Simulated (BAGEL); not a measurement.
# ZnB2H2O (SMILES [BH]1O[BH][Zn]1): B3LYP/cc-pVDZ (density fitting with qzvpp-jkfit)

What is the energy change on altering one bond length of ZnB2H2O at B3LYP/cc-pVDZ (density fitting with qzvpp-jkfit)? 

Program for the calculation: BAGEL 1.2.2.

24 further runs of the same task are left out: 5 that didn't finish, 19 set aside as unsound or not needed.

## (1) The structure to begin with

ZnB2H2O has 6 atoms, charge 0, and is taken as a singlet. SMILES: `[BH]1O[BH][Zn]1`. The coordinates come from a PBE0-D4/def2-TZVP relaxation.

Bond lengths: B1–O2 1.387 Å, O2–B3 1.387 Å, B1–Zn4 2.147 Å, B3–Zn4 2.147 Å, B1–H5 1.197 Å, B3–H6 1.197 Å. Angles: B1–O2–B3 123.8°, O2–B1–Zn4 83.3°, O2–B3–Zn4 83.3°, B1–Zn4–B3 69.5°, O2–B1–H5 117.8°, Zn4–B1–H5 158.8°, O2–B3–H6 117.8°, Zn4–B3–H6 158.8°.

## (2) A single-point energy at B3LYP/cc-pVDZ (density fitting with qzvpp-jkfit)

Input file calc.json:

```json
{ "bagel" : [

{
  "title" : "molecule",
  "basis" : "cc-pvdz.json",
  "df_basis" : "qzvpp-jkfit",
  "angstrom" : true,
  "geometry" : [
    { "atom" : "B", "xyz" : [   -0.627200,    0.542100,   -0.897500 ] },
    { "atom" : "O", "xyz" : [    0.285900,    0.514800,    0.146400 ] },
    { "atom" : "B", "xyz" : [    0.606500,   -0.629100,    0.862700 ] },
    { "atom" : "Zn", "xyz" : [   -0.811100,   -1.552300,   -0.460100 ] },
    { "atom" : "H", "xyz" : [   -0.822400,    1.590100,   -1.441800 ] },
    { "atom" : "H", "xyz" : [    1.410400,   -0.529500,    1.743900 ] }
  ]
},
{
  "title" : "ks",
  "xc_func" : "b3lyp"
},
{
  "title" : "print",
  "file" : "orbitals.molden",
  "orbitals" : true
}

]}
```

The basis set cc-pVDZ is read from a file made from the Basis Set Exchange's data (not shown).

Launch:

```bash
BAGEL_NUM_THREADS=1 BAGEL calc.json > calc.out
```

Output:

```text
* using 1 threads per process

  ===============================================================
  ===============================================================

  *** Geometry ***

  { "atom" : "B", "xyz" : [     -1.185236,      1.024421,     -1.696029 ] },
  { "atom" : "O", "xyz" : [      0.540273,      0.972831,      0.276656 ] },
  { "atom" : "B", "xyz" : [      1.146119,     -1.188827,      1.630267 ] },
  { "atom" : "Zn", "xyz" : [     -1.532757,     -2.933422,     -0.869463 ] },
  { "atom" : "H", "xyz" : [     -1.554111,      3.004854,     -2.724607 ] },
  { "atom" : "H", "xyz" : [      2.665270,     -1.000610,      3.295493 ] },

  Number of auxiliary basis functions:      527

  Since a DF basis is specified, we compute 2- and 3-index integrals:
    o Being stored without compression. Storage requirement is 0.038 GB

  Number of basis functions:       95
  Number of electrons      :       50

    * METHOD: MOLECULE                             0.56

  *** Kohn-Sham DFT ***

    * Removing 10973 points whose weight is below 1.00e-10
    * Grid points: 78463

  === Nuclear Repulsion ===
   181.9001827140

       - DIIS with orbital gradients will be used.

  === KS iteration (b3lyp / cc-pvdz.json) ===
      0      -1581.84646150          0.14029873           0.46
      1      -1628.90039701          0.28615607           0.50
      2      -1513.93844640          0.22963527           0.44
      3      -1736.45698960          0.22193994           0.47
      4      -1890.53913387          0.17178788           0.46
      5      -1903.90025476          0.06554001           0.44
      6      -1895.18171923          0.13509716           0.47
      7      -1903.10610217          0.08283580           0.44
      8      -1903.88100529          0.06679669           0.44
      9      -1878.86698947          0.22579552           0.45
     10      -1905.52831520          0.01113894           0.45
     11      -1905.55883686          0.00766941           0.44
     12      -1905.58544005          0.00135871           0.44
     13      -1905.58672772          0.00028810           0.44
     14      -1905.58676945          0.00020702           0.45
     15      -1905.58679466          0.00002077           0.44
     16      -1905.58679493          0.00000403           0.44
     17      -1905.58679495          0.00000119           0.45
     18      -1905.58679495          0.00000033           0.45
     19      -1905.58679495          0.00000013           0.44
     20      -1905.58679495          0.00000013           0.45
     21      -1905.58679495          0.00000001           0.45
     22      -1905.58679495          0.00000000           0.46
    * SCF iteration converged.

    * Permanent dipole moment:
           (    0.181511,     0.342066,     0.100339) a.u.

    * METHOD: KS                                  11.14

    * METHOD: PRINT                                0.02

  ===============================================================
```

Run time: 12 s. Hardware: 1 thread of Intel Xeon Platinum 8259CL at 2.50GHz (Skylake/Cascade Lake), shared host; peak memory 0.39 GiB.

## (3) The distorted shape

Input file job.json:

```json
{ "bagel": [

{
  "title": "molecule",
  "basis": "cc-pvdz.json",
  "df_basis": "qzvpp-jkfit",
  "angstrom": true,
  "geometry": [
    { "atom": "B", "xyz": [   -0.471039,   -0.296304,   -0.462058 ] },
    { "atom": "O", "xyz": [    0.442061,   -0.323604,    0.581842 ] },
    { "atom": "B", "xyz": [    0.762661,   -1.467504,    1.298142 ] },
    { "atom": "Zn", "xyz": [   -0.654939,   -2.390704,   -0.024658 ] },
    { "atom": "H", "xyz": [   -0.822400,    1.590100,   -1.441800 ] },
    { "atom": "H", "xyz": [    1.566561,   -1.367904,    2.179342 ] }
  ]
},
{
  "title": "ks",
  "xc_func": "b3lyp"
},
{
  "title": "print",
  "file": "orbitals.molden",
  "orbitals": true
}

]}
```

The basis set cc-pVDZ is read from a file made from the Basis Set Exchange's data (not shown).

Launch:

```bash
BAGEL_NUM_THREADS=1 BAGEL job.json > job.out
```

Output:

```text
* using 1 threads per process

  ===============================================================
  ===============================================================

  *** Geometry ***

  { "atom" : "B", "xyz" : [     -0.890135,     -0.559933,     -0.873163 ] },
  { "atom" : "O", "xyz" : [      0.835374,     -0.611523,      1.099522 ] },
  { "atom" : "B", "xyz" : [      1.441220,     -2.773181,      2.453133 ] },
  { "atom" : "Zn", "xyz" : [     -1.237655,     -4.517776,     -0.046597 ] },
  { "atom" : "H", "xyz" : [     -1.554111,      3.004854,     -2.724607 ] },
  { "atom" : "H", "xyz" : [      2.960371,     -2.584964,      4.118360 ] },

  Number of auxiliary basis functions:      527

  Since a DF basis is specified, we compute 2- and 3-index integrals:
    o Being stored without compression. Storage requirement is 0.038 GB

  Number of basis functions:       95
  Number of electrons      :       50

    * METHOD: MOLECULE                             0.57

  *** Kohn-Sham DFT ***

    * Removing 10251 points whose weight is below 1.00e-10
    * Grid points: 79185

  === Nuclear Repulsion ===
   179.1499875541

       - DIIS with orbital gradients will be used.

  === KS iteration (b3lyp / cc-pvdz.json) ===
      0      -1582.82206301          0.14030523           0.48
      1      -1627.27709070          0.27035266           0.72
      2      -1514.92966463          0.22864319           0.46
      3      -1810.98163600          0.34080924           0.46
      4      -1853.46083997          0.14170328           0.49
      5      -1888.35323777          0.15809276           0.49
      6      -1898.52110914          0.11025666           0.45
      7      -1904.54278543          0.04996667           0.46
      8      -1895.04389542          0.14314010           0.45
      9      -1898.93412538          0.10685960           0.44
     10      -1905.11706369          0.03211730           0.45
     11      -1905.43354084          0.00722617           0.45
     12      -1905.47041476          0.00352956           0.45
     13      -1905.48059753          0.00122447           0.45
     14      -1905.48183944          0.00029798           0.46
     15      -1905.48188021          0.00008245           0.45
     16      -1905.48187977          0.00009598           0.45
     17      -1905.48188530          0.00003682           0.45
     18      -1905.48188599          0.00000221           0.45
     19      -1905.48188599          0.00000228           0.45
     20      -1905.48188599          0.00000049           0.46
     21      -1905.48188599          0.00000011           0.45
     22      -1905.48188599          0.00000009           0.46
     23      -1905.48188599          0.00000002           0.45
     24      -1905.48188599          0.00000002           0.45
     25      -1905.48188599          0.00000001           0.46
    * SCF iteration converged.

    * Permanent dipole moment:
           (   -0.017883,     1.255611,    -0.407392) a.u.

    * METHOD: KS                                  12.91

    * METHOD: PRINT                                0.02

  ===============================================================
```

Run time: 14 s. Hardware: 1 thread of Intel Xeon Platinum 8259CL at 2.50GHz (Skylake/Cascade Lake), shared host; peak memory 0.39 GiB.

## (4) Outcome

At B3LYP/cc-pVDZ (density fitting with qzvpp-jkfit):

| quantity | value |
| --- | --- |
| first shape: total energy | -1905.58679 Eh |
| first shape: dipole moment | 1.02 D |
| first shape: HOMO energy | -5.51 eV |
| first shape: LUMO energy | -2.05 eV |
| first shape: HOMO–LUMO gap | 3.47 eV |
| distorted shape: total energy | -1905.48189 Eh |
| distorted shape: dipole moment | 3.36 D |
| distorted shape: HOMO energy | -5.80 eV |
| distorted shape: LUMO energy | -2.79 eV |
| distorted shape: HOMO–LUMO gap | 3.01 eV |
| energy change with the B1–H5 bond stretched from 1.197 to 2.154 Å | 2.855 eV |

In words: With the B1–H5 bond stretched from 1.197 to 2.154 Å the energy rises by 2.85 eV (66 kcal/mol). The first shape isn't relaxed at this level, so the change isn't measured from a minimum.
